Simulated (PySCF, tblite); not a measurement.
# C7H12BF: geometry, infrared bands and NMR shifts

Wanted: the infrared bands and NMR shifts of C7H12BF (`CB(C)[C@@H]1C[C@@]12C[C@@H]2F`), by calculation.

Computed with tblite 0.8.0 and PySCF 2.14.0, with density-fitted response routines of our own, on a single molecule in the gas phase. Atoms are numbered from 0 throughout.

### Step 1. Starting geometry

21 atoms, charge 0, multiplicity 1; geometry from: force field or distance geometry start.

Bonds of the start (Å): C0–B1 1.60, B1–C2 1.59, B1–C3 1.59, C3–C4 1.53, C4–C5 1.44, C5–C6 1.45, C6–C7 1.52, C7–F8 1.38, C5–C3 1.41, C7–C5 1.41, C0–H9 1.12, C0–H10 1.11, C0–H11 1.09, C2–H12 1.14, C2–H13 1.10, C2–H14 1.09, C3–H15 1.14, C4–H16 1.10, C4–H17 1.09, C6–H18 1.11, C6–H19 1.13, C7–H20 1.12.

### Step 2. Relaxing the molecule with GFN2-xTB

Job settings and geometry (Å):

```
{"job": {"kind": "relax", "xc": "GFN2-xTB", "basis": "xTB"}, "charge": 0, "multiplicity": 1}
C     -2.368800    -1.258300    -0.384200
B     -1.285700    -0.089500    -0.196700
C     -1.924700     1.338000     0.090300
C      0.078400    -0.524200     0.486700
C      0.777500     0.490700     1.398700
C      1.372200    -0.036900     0.197500
C      2.664100    -0.654300    -0.036500
C      2.114000     0.483600    -0.888200
F      2.875800     1.629400    -0.732800
H     -3.397600    -0.879300    -0.139900
H     -2.141800    -2.014500     0.401700
H     -2.292800    -1.743200    -1.352200
H     -3.048900     1.251700     0.257700
H     -1.815900     1.937500    -0.829000
H     -1.555900     1.820100     1.001100
H      0.018300    -1.524500     1.026800
H      1.132500     0.139000     2.381500
H      0.425400     1.522400     1.411200
H      2.777700    -1.623300    -0.571900
H      3.573500    -0.438300     0.596100
H      2.013800     0.190800    -1.963600
```

Run with:

```
$ OMP_NUM_THREADS=1 python probes_run.py task.json out
```

One launch serves the whole session: the jobs run in the order shown.

**Question.** This job is followed by: GFN2-xTB harmonic vibrations, gas phase; GIAO PBE0/pcSseg-1 NMR shielding, non-relativistic, gas phase. Predict these results of the whole session: strongest single infrared mode (GFN2-xTB); zero-point energy (GFN2-xTB); 13C shifts against TMS (PBE0/pcSseg-1, means over atoms taken as alike); 1H shifts against TMS (PBE0/pcSseg-1, means over atoms taken as alike); 11B shifts against BF3·OEt2 (PBE0/pcSseg-1); 19F shifts against CFCl3 (PBE0/pcSseg-1).

As calculated:

| quantity | value |
| --- | --- |
| strongest single infrared mode (GFN2-xTB) | 1207 cm⁻¹, 166 km/mol |
| zero-point energy (GFN2-xTB) | 108.3 kcal/mol |
| 13C shifts against TMS (PBE0/pcSseg-1, means over atoms taken as alike) | 79.0, 26.9, 26.1, 18.9, 15.6, 13.0 ppm |
| 1H shifts against TMS (PBE0/pcSseg-1, means over atoms taken as alike) | 4.74, 1.65, 1.56, 1.38, 1.24, 1.00, 0.80 ppm |
| 11B shifts against BF3·OEt2 (PBE0/pcSseg-1) | 86.1 ppm |
| 19F shifts against CFCl3 (PBE0/pcSseg-1) | -234.4 ppm |

What this shows: Relaxing lowered the energy by 1.196 eV in 171 steps; the close pair that moved most is C3–C5, from 1.412 to 1.501 Å. All 57 modes are real, so the xTB geometry is a minimum. The strongest single mode, at 1207 cm⁻¹, is spread over many atoms; the largest shares are those of B1, H15. GFN2-xTB is a fitted tight-binding method: band positions and strengths are rough. Its intensities can rank the bands wrongly. The most deshielded carbon is C7 (three-membered-ring carbon bearing a halogen), at 79.0 ppm: pulled downfield by the heteroatom. The most deshielded hydrogen is H20 (hydrogen on a three-membered-ring carbon bearing a halogen), at 4.74 ppm: its carbon carries F, hence the downfield position. At PBE0/pcSseg-1: The widest tensor belongs to B1: span 163 ppm, with a paramagnetic part of -174 ppm.
